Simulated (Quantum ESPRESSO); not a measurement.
Crystal: Co.

```
CELL_PARAMETERS angstrom
2.50700 0.00000 0.00000
-1.25350 2.17113 0.00000
0.00000 0.00000 4.06900
ATOMIC_POSITIONS crystal
Co 0.33333 0.66667 0.25000
Co 0.66667 0.33333 0.75000
```

Base run:

```yaml
Program: Quantum ESPRESSO 7.5
Functional: LDA
Potentials_or_basis: GBRV 1.5 LDA
Cutoff: 762 eV
Density_cutoff: 6095 eV
k_mesh: 16 × 16 × 10
Occupations: fermi-dirac, width 0.05 eV
Spin: collinear spin, ferromagnetic start
Starting_moments: "[2.0, 2.0] μB"
```

Its results: band gap on the k mesh none (metal or under the smearing width); pressure -21.8 GPa; net moment 3.21 μB per cell; site moments Co +1.67 μB.

The run is repeated on the same cell with these changes: functional from LDA to PBEsol; potentials or basis from GBRV 1.5 LDA to GBRV 1.5 PBEsol. What comes out?

Band gap on the k mesh none (metal or under the smearing width); pressure -13.7 GPa; net moment 3.30 μB per cell; site moments Co +1.73 μB.

Caveats: so large a pressure means that the cell lies far from this level's equilibrium, or that cutoff or potentials fall short (some runs).

Not every run made on this cell is shown here.
